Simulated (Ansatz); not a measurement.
**GeCl₂+ (doublet): the correlation ladder, cc-pVDZ**

How much of the correlation energy of GeCl₂+ (doublet) does each wave-function method recover here?

Computed with Ansatz 0.2.0, Gaussian basis. Level: cc-pVDZ, core rule «outside noble gas», up to 24 orbitals frozen.

Plan: UHF; CCSD(T) on ROHF; CCSD(T) on UHF; BCCD(T) on ROHF; CISD; CCSDT(Q) on ROHF; CCSDT(Q) on UHF; CASSCF and MRCISD+Q, 17 electrons in 12 orbitals; CASSCF and NEVPT2, 17 electrons in 12 orbitals.

3 further runs of the same task are left out: 3 set aside as unsound or not needed.

### 1 What is computed

The geometry is a PBE0/def2-TZVP stationary point (not a proven minimum) of the parent state, kept for this charge and spin. No spin-orbit coupling is included. The filled d shell of Ge may be among the frozen orbitals whatever the setting's name suggests; the logs give the count.

3 atoms, charge 1, spin multiplicity 2.

Atoms are counted from 1 here; the program's logs count them from 0.

Bond lengths: Ge1–Cl2 2.182 Å, Ge1–Cl3 2.182 Å. Angles: Cl2–Ge1–Cl3 100.1°.

### 2 UHF

Contents of in.yaml:

```yaml
crystal:
  periodic: [false, false, false]
  atoms:
    - {symbol: Ge, position_ang: [0.000000, -0.691972, 0.000000]}
    - {symbol: Cl, position_ang: [0.000000, 0.708894, -1.673035]}
    - {symbol: Cl, position_ang: [0.000000, 0.708894, 1.673035]}
basis:
  gaussian: {orbitals: cc-pVDZ}
total_charge: 1
magnetization: {spin_polarized: true, initial_magnetization: 1}
hamiltonian: {xc: hf}
output: {orbitals: {seedname: orbitals}}
```

On the command line:

```bash
$ ansatz run in.yaml --threads 1 --pin off --events-out ev --progress --plain --max-ram 2816MiB --backend cpu
```

After this run come: CCSD(T) on ROHF; CCSD(T) on UHF; BCCD(T) on ROHF; CISD; CCSDT(Q) on ROHF; CCSDT(Q) on UHF; CASSCF and MRCISD+Q, 17 electrons in 12 orbitals; CASSCF and NEVPT2, 17 electrons in 12 orbitals.

Q: Predict the results of all the runs planned. Wanted: UCCSDT(Q) below the RHF energy; RMP2 from UCCSDT(Q); UMP2 from UCCSDT(Q); RCCSD from UCCSDT(Q); RCCSD(T) from UCCSDT(Q); UCCSD(T) from UCCSDT(Q); RCCSDT(Q) from UCCSDT(Q); NEVPT2 valence from UCCSDT(Q); MRCISD+Q valence from UCCSDT(Q).

The runs gave:

| quantity | value |
| --- | --- |
| UCCSDT(Q) below the RHF energy | -10.2864 eV |
| RMP2 from UCCSDT(Q) | +29.03 kcal/mol |
| UMP2 from UCCSDT(Q) | +29.53 kcal/mol |
| RCCSD from UCCSDT(Q) | +9.69 kcal/mol |
| RCCSD(T) from UCCSDT(Q) | +1.83 kcal/mol |
| UCCSD(T) from UCCSDT(Q) | +1.84 kcal/mol |
| RCCSDT(Q) from UCCSDT(Q) | +0.25 kcal/mol |
| NEVPT2 valence from UCCSDT(Q) | +39.55 kcal/mol |
| MRCISD+Q valence from UCCSDT(Q) | +2.30 kcal/mol |
| levels within 1 kcal/mol (43 meV) | RCCSDT, UCCSDT, RCCSDT(Q) |
| T1 diagnostic | 0.035 |
| effectively unpaired electrons | 1.03 |

RCCSD(T) lands +1.83 kcal/mol from the yardstick (0.8 % of the correlation energy). One determinant dominates. Of the multireference levels listed MRCISD+Q valence comes nearest in total energy (+2.30 kcal/mol), which doesn't show that its space is the better one. These misses are within one basis, not against nature; the frozen cores of restricted and unrestricted runs differ, which can shift their rows.
